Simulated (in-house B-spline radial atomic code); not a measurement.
# Excited states and polarisability of Ce⁴⁸⁺ by several methods

How far do the methods of linear response differ for Ce⁴⁸⁺? Each gives excitation energies, polarisability and C6.

The numbers are computed with in-house B-spline radial atomic code version 1 (linear response of a closed shell, each method with its own adiabatic kernel; non-relativistic; B-spline basis; no spin-orbit coupling, no double excitations; only terms of natural parity, (−1)^L, with L up to 3 are computed), except any that are marked as measured or tabulated.

## (1) Starting point

| Quantity | Value |
| --- | --- |
| element | cerium (Z = 58) |
| charge | +48 |
| configuration | [He] 2s2 2p6 |
| runs | TDHF; PBE; BHandHLYP; ωB97X; PBE0; PBEsol |

The outer shells:

Ce⁴⁸⁺
```
[He] core
2s [↑↓]
2p [↑↓][↑↓][↑↓]
```

Rows of excitations, here in order of energy, give L, multiplicity, 0 for full response or 1 for Tamm-Dancoff, hole, particle, weight of that channel, energy (hartree) and multipole strength; threshold is minus the highest occupied level of the method. polarisability lists the dipole (1), quadrupole (2) and octupole (3) values; f_sum adds the dipole strengths of the shells that respond, at most the outer three principal shells; real and imaginary give α at real and imaginary frequencies.

## (2) TDHF

Input settings:

```ini
Z = 58
electrons = 10.0
configuration = [He] 2s2 2p6
hamiltonian = nr
method = hf
box_radius = 2.74
intervals = 49
```

The run is started by

```bash
python run_td.py task.json out
```

The settings of every run stand in task.json; they run in order.

The program writes no log. Results of the run, from its result record (rounded, main fields):

```text
status: converged
c6 [hartree bohr^6]: 3.834839e-06
f_sum: 9.97108
imaginary [hartree, bohr^3]:
  u: [0.0, 10.3, 24.0, 41.2, 68.6, 103.0, 154.0, 240.0, 343.0, 514.0, 858.0, 1720.0]
  alpha: [0.000153062, 0.000152695, 0.000151092, 0.000147411, 0.000138431, 0.00012384, 0.000100831, 6.9053e-05, 4.50771e-05, 2.49555e-05, 1.05698e-05, 2.97916e-06]
real [hartree, bohr^3]: {"omega": [18.6, 46.6, 74.5, 102.0, 130.0, 149.0, 168.0], "alpha": [0.000154271, 0.000161017, 0.000175364, 0.000201697, 0.000254588, 0.000327985, 0.000503325]}
excitations:
  - [1, 3, 0, "2p", "3s", 0.998, 186.043, 0.0]
  - [1, 3, 1, "2p", "3s", 0.998, 186.045, 0.0]
  - [1, 1, 0, "2p", "3s", 0.997, 186.362, 0.19877]
  - [1, 1, 1, "2p", "3s", 0.997, 186.363, 0.19771]
  - [0, 3, 0, "2p", "3p", 0.983, 188.739, 0.0]
  - [0, 3, 1, "2p", "3p", 0.983, 188.743, 0.0]
  - [2, 3, 0, "2p", "3p", 0.999, 189.344, 0.0]
  - [2, 3, 1, "2p", "3p", 0.999, 189.346, 0.0]
  - [2, 1, 0, "2p", "3p", 0.999, 189.624, 0.016455]
  - [2, 1, 1, "2p", "3p", 0.999, 189.624, 0.01642]
  - [0, 1, 0, "2p", "3p", 0.997, 191.813, 0.0]
  - [0, 1, 1, "2p", "3p", 0.997, 191.849, 0.0]
  - [1, 3, 0, "2p", "3d", 0.993, 193.424, 0.0]
  - [1, 3, 1, "2p", "3d", 0.993, 193.425, 0.0]
  - [3, 3, 0, "2p", "3d", 1.0, 193.718, 0.0]
  - [3, 3, 1, "2p", "3d", 1.0, 193.721, 0.0]
  - [3, 1, 0, "2p", "3d", 1.0, 194.098, 0.00096162]
  - [3, 1, 1, "2p", "3d", 1.0, 194.099, 0.00096084]
  - [1, 1, 0, "2p", "3d", 0.99, 195.707, 3.8481]
  - [1, 1, 1, "2p", "3d", 0.99, 195.73, 3.9113]
  - [0, 3, 0, "2s", "3s", 0.983, 197.184, 0.0]
  - [0, 3, 1, "2s", "3s", 0.983, 197.185, 0.0]
  - [0, 1, 0, "2s", "3s", 0.998, 197.802, 0.0]
  - [0, 1, 1, "2s", "3s", 0.997, 197.813, 0.0]
  - [1, 3, 0, "2s", "3p", 0.991, 200.514, 0.0]
  - [1, 3, 1, "2s", "3p", 0.991, 200.515, 0.0]
  - [1, 1, 0, "2s", "3p", 0.992, 200.765, 0.44318]
  - [1, 1, 1, "2s", "3p", 0.992, 200.766, 0.44156]
  - [2, 3, 0, "2s", "3d", 0.999, 204.783, 0.0]
  - [2, 3, 1, "2s", "3d", 0.999, 204.784, 0.0]
  - "... 66 more rows left out ..."
polarisability [au]: {"1": 0.0001530616, "2": 2.654697e-06, "3": 6.522367e-08}
threshold [hartree]: 330.0536
highest [hartree]: ["2p", -330.0536]
lowest_empty [hartree]: -139.4301
responding_from_n: 1
orbital_gaps [hartree]: {"2p-3s": 190.6235, "2p-3p": 194.2629, "2p-3d": 199.2156, "2p-4f": 257.9394}
```

Wall time 0.2 s (1 thread of Arm Neoverse N1, shared host); peak memory 0.14 GiB.

The first dipole-allowed state is 2p→3s ¹P, 5071.2 eV (f = 0.199). Without spin-orbit coupling the levels of so heavy an atom are a model. α = 0.0001531 bohr³.

The same in eV, as far as full and Tamm-Dancoff orders agree and the box is not felt:

| state | weight | full (eV) | Tamm-Dancoff (eV) | f |
| --- | --- | --- | --- | --- |
| 2p→3s ³P | 1.00 | 5062.5 | 5062.5 | - |
| 2p→3s ¹P | 1.00 | 5071.2 | 5071.2 | 0.199 |
| 2p→3p ³S | 0.98 | 5135.9 | 5136.0 | - |
| 2p→3p ³D | 1.00 | 5152.3 | 5152.4 | - |
| 2p→3p ¹D | 1.00 | 5159.9 | 5159.9 | - |
| 2p→3p ¹S | 1.00 | 5219.5 | 5220.5 | - |
| 2p→3d ³P | 0.99 | 5263.3 | 5263.4 | - |
| 2p→3d ³F | 1.00 | 5271.3 | 5271.4 | - |
| 2p→3d ¹F | 1.00 | 5281.7 | 5281.7 | - |
| 2p→3d ¹P | 0.99 | 5325.5 | 5326.1 | 3.85 |
| 2s→3s ³S | 0.98 | 5365.7 | 5365.7 | - |
| 2s→3s ¹S | 1.00 | 5382.5 | 5382.8 | - |
| 2s→3p ³P | 0.99 | 5456.3 | 5456.3 | - |
| 2s→3p ¹P | 0.99 | 5463.1 | 5463.1 | 0.443 |

## (3) PBE

The settings differ from step 2 so:

```diff
@@ -4,3 +4,3 @@
 hamiltonian = nr
-method = hf
+method = pbe,pbe
 box_radius = 2.74
```

Result record:

```text
status: converged
c6 [hartree bohr^6]: 3.864829e-06
f_sum: 9.97109
excitations:
  - [1, 3, 0, "2p", "3s", 1.0, 184.394, 0.0]
  - [1, 3, 1, "2p", "3s", 1.0, 184.395, 0.0]
  - [1, 1, 0, "2p", "3s", 0.998, 184.696, 0.15461]
  - [1, 1, 1, "2p", "3s", 0.998, 184.698, 0.15345]
  - [0, 3, 0, "2p", "3p", 0.999, 187.441, 0.0]
  - [0, 3, 1, "2p", "3p", 0.999, 187.442, 0.0]
  - [2, 3, 0, "2p", "3p", 1.0, 187.693, 0.0]
  - [2, 3, 1, "2p", "3p", 1.0, 187.694, 0.0]
  - "... 88 more rows left out ..."
polarisability [au]: {"1": 0.0001539438, "2": 2.686516e-06, "3": 6.625812e-08}
threshold [hartree]: 325.5053
highest [hartree]: ["2p", -325.5053]
lowest_empty [hartree]: -140.9691
orbital_gaps [hartree]: {"2p-3s": 184.5362, "2p-3p": 187.9264, "2p-3d": 192.6204, "2p-4f": 252.629}
```

Wall time 0.2 s (1 thread of Arm Neoverse N1, shared host); peak memory 0.14 GiB.

Lowest ¹P state: 2p→3s ¹P at 5025.8 eV, oscillator strength 0.155. Without spin-orbit coupling the levels of so heavy an atom are a model. α = 0.0001539 bohr³.

## (4) BHandHLYP

The settings differ from step 3 so:

```diff
@@ -4,3 +4,3 @@
 hamiltonian = nr
-method = pbe,pbe
+method = bhandhlyp
 box_radius = 2.74
```

Result record:

```text
status: converged
c6 [hartree bohr^6]: 3.84899e-06
f_sum: 9.97108
excitations:
  - [1, 3, 0, "2p", "3s", 0.999, 184.31, 0.0]
  - [1, 3, 1, "2p", "3s", 0.999, 184.311, 0.0]
  - [1, 1, 0, "2p", "3s", 0.999, 184.796, 0.14509]
  - [1, 1, 1, "2p", "3s", 0.999, 184.798, 0.14397]
  - [0, 3, 0, "2p", "3p", 0.99, 187.301, 0.0]
  - [0, 3, 1, "2p", "3p", 0.991, 187.304, 0.0]
  - [2, 3, 0, "2p", "3p", 1.0, 187.78, 0.0]
  - [2, 3, 1, "2p", "3p", 1.0, 187.781, 0.0]
  - [2, 1, 0, "2p", "3p", 1.0, 188.238, 0.015002]
  - [2, 1, 1, "2p", "3p", 1.0, 188.239, 0.014994]
  - [0, 1, 0, "2p", "3p", 0.964, 190.47, 0.0]
  - [0, 1, 1, "2p", "3p", 0.964, 190.505, 0.0]
  - "... 84 more rows left out ..."
polarisability [au]: {"1": 0.0001534816, "2": 2.670383e-06, "3": 6.576445e-08}
threshold [hartree]: 327.8265
highest [hartree]: ["2p", -327.8265]
lowest_empty [hartree]: -141.1513
orbital_gaps [hartree]: {"2p-3s": 186.6752, "2p-3p": 190.3691, "2p-3d": 195.5733, "2p-4f": 252.9431}
```

Wall time 0.3 s (1 thread of Arm Neoverse N1, shared host); peak memory 0.14 GiB.

The first dipole-allowed state is 2p→3s ¹P, 5028.6 eV (f = 0.145). Without spin-orbit coupling the levels of so heavy an atom are a model. α = 0.0001535 bohr³.

## (5) ωB97X

The settings differ from step 4 so:

```diff
@@ -4,3 +4,3 @@
 hamiltonian = nr
-method = bhandhlyp
+method = wb97x
 box_radius = 2.74
```

Result record:

```text
status: converged
c6 [hartree bohr^6]: 3.853342e-06
f_sum: 9.97108
excitations:
  - [1, 3, 0, "2p", "3s", 1.0, 185.024, 0.0]
  - [1, 3, 1, "2p", "3s", 1.0, 185.027, 0.0]
  - [1, 1, 0, "2p", "3s", 0.998, 185.312, 0.16919]
  - [1, 1, 1, "2p", "3s", 0.998, 185.315, 0.16691]
  - [0, 3, 0, "2p", "3p", 0.998, 188.099, 0.0]
  - [0, 3, 1, "2p", "3p", 0.998, 188.109, 0.0]
  - [2, 3, 0, "2p", "3p", 1.0, 188.369, 0.0]
  - [2, 3, 1, "2p", "3p", 1.0, 188.373, 0.0]
  - [2, 1, 0, "2p", "3p", 1.0, 188.621, 0.015522]
  - [2, 1, 1, "2p", "3p", 1.0, 188.624, 0.015445]
  - [0, 1, 0, "2p", "3p", 0.962, 190.759, 0.0]
  - [0, 1, 1, "2p", "3p", 0.961, 190.793, 0.0]
  - "... 84 more rows left out ..."
polarisability [au]: {"1": 0.0001535874, "2": 2.672708e-06, "3": 6.570136e-08}
threshold [hartree]: 326.4208
highest [hartree]: ["2p", -326.4208]
lowest_empty [hartree]: -140.2772
orbital_gaps [hartree]: {"2p-3s": 186.1436, "2p-3p": 189.6736, "2p-3d": 194.3946, "2p-4f": 253.6528}
```

It took 0.4 s on 1 thread of Arm Neoverse N1, shared host; peak memory 0.14 GiB.

The first dipole-allowed state is 2p→3s ¹P, 5042.6 eV (f = 0.169). Without spin-orbit coupling the levels of so heavy an atom are a model. α = 0.0001536 bohr³.

## (6) PBE0

The settings differ from step 5 so:

```diff
@@ -4,3 +4,3 @@
 hamiltonian = nr
-method = wb97x
+method = pbe0
 box_radius = 2.74
```

Result record:

```text
status: converged
c6 [hartree bohr^6]: 3.857128e-06
f_sum: 9.97109
excitations:
  - [1, 3, 0, "2p", "3s", 1.0, 184.824, 0.0]
  - [1, 3, 1, "2p", "3s", 1.0, 184.825, 0.0]
  - [1, 1, 0, "2p", "3s", 0.998, 185.13, 0.16505]
  - [1, 1, 1, "2p", "3s", 0.998, 185.131, 0.16391]
  - [0, 3, 0, "2p", "3p", 0.996, 187.797, 0.0]
  - [0, 3, 1, "2p", "3p", 0.996, 187.799, 0.0]
  - [2, 3, 0, "2p", "3p", 1.0, 188.123, 0.0]
  - [2, 3, 1, "2p", "3p", 1.0, 188.124, 0.0]
  - "... 88 more rows left out ..."
polarisability [au]: {"1": 0.0001537169, "2": 2.678219e-06, "3": 6.598484e-08}
threshold [hartree]: 326.659
highest [hartree]: ["2p", -326.659]
lowest_empty [hartree]: -140.5843
orbital_gaps [hartree]: {"2p-3s": 186.0747, "2p-3p": 189.5276, "2p-3d": 194.2814, "2p-4f": 253.9763}
```

Wall time 0.3 s (1 thread of Arm Neoverse N1, shared host); peak memory 0.14 GiB.

Lowest ¹P state: 2p→3s ¹P at 5037.6 eV, oscillator strength 0.165. Without spin-orbit coupling the levels of so heavy an atom are a model. α = 0.0001537 bohr³.

## (7) PBEsol

The settings differ from step 6 so:

```diff
@@ -4,3 +4,3 @@
 hamiltonian = nr
-method = pbe0
+method = pbesol
 box_radius = 2.74
```

Result record:

```text
status: converged
c6 [hartree bohr^6]: 3.867238e-06
f_sum: 9.97113
excitations:
  - [1, 3, 0, "2p", "3s", 1.0, 184.437, 0.0]
  - [1, 3, 1, "2p", "3s", 1.0, 184.438, 0.0]
  - [1, 1, 0, "2p", "3s", 0.998, 184.737, 0.15682]
  - [1, 1, 1, "2p", "3s", 0.998, 184.739, 0.15561]
  - [0, 3, 0, "2p", "3p", 0.999, 187.455, 0.0]
  - [0, 3, 1, "2p", "3p", 0.999, 187.457, 0.0]
  - [2, 3, 0, "2p", "3p", 1.0, 187.733, 0.0]
  - [2, 3, 1, "2p", "3p", 1.0, 187.734, 0.0]
  - [2, 1, 0, "2p", "3p", 1.0, 188.002, 0.015028]
  - [2, 1, 1, "2p", "3p", 1.0, 188.002, 0.01501]
  - [0, 1, 0, "2p", "3p", 0.949, 190.072, 0.0]
  - [0, 1, 1, "2p", "3p", 0.949, 190.105, 0.0]
  - [1, 3, 0, "2p", "3d", 1.0, 192.184, 0.0]
  - [1, 3, 1, "2p", "3d", 1.0, 192.185, 0.0]
  - [3, 3, 0, "2p", "3d", 1.0, 192.294, 0.0]
  - [3, 3, 1, "2p", "3d", 1.0, 192.296, 0.0]
  - "... 80 more rows left out ..."
polarisability [au]: {"1": 0.0001540024, "2": 2.687446e-06, "3": 6.626034e-08}
threshold [hartree]: 325.4237
highest [hartree]: ["2p", -325.4237]
lowest_empty [hartree]: -140.8451
orbital_gaps [hartree]: {"2p-3s": 184.5786, "2p-3p": 187.9581, "2p-3d": 192.6331, "2p-4f": 252.5922}
```

Wall time 0.2 s (1 thread of Arm Neoverse N1, shared host); peak memory 0.14 GiB.

Lowest ¹P state: 2p→3s ¹P at 5026.9 eV, oscillator strength 0.157. Without spin-orbit coupling the levels of so heavy an atom are a model. α = 0.0001540 bohr³.

## (8) Summary of results

```tsv
run	threshold (eV)	2p→3s ¹P (eV)	2p→3s ³P, Tamm-Dancoff (eV)	α (bohr³)	C6 (hartree bohr⁶)	time
TDHF	8981.2	5071.2	5062.5	0.0001531	3.835e-06	0.2 s
PBE	8857.4	5025.8	5017.6	0.0001539	3.865e-06	0.2 s
BHandHLYP	8920.6	5028.6	5015.4	0.0001535	3.849e-06	0.3 s
ωB97X	8882.4	5042.6	5034.8	0.0001536	3.853e-06	0.4 s
PBE0	8888.8	5037.6	5029.3	0.0001537	3.857e-06	0.3 s
PBEsol	8855.2	5026.9	5018.8	0.0001540	3.867e-06	0.2 s
```

What this shows: α runs from 0.000153 (TDHF) to 0.000154 bohr³ (PBEsol). The semilocal functionals put the threshold at 8855.2 to 8857.4 eV, under Hartree-Fock's 8981.2 eV, through self-interaction. Relativity is absent, so for an element this heavy the values are those of a model, not of the real ion.
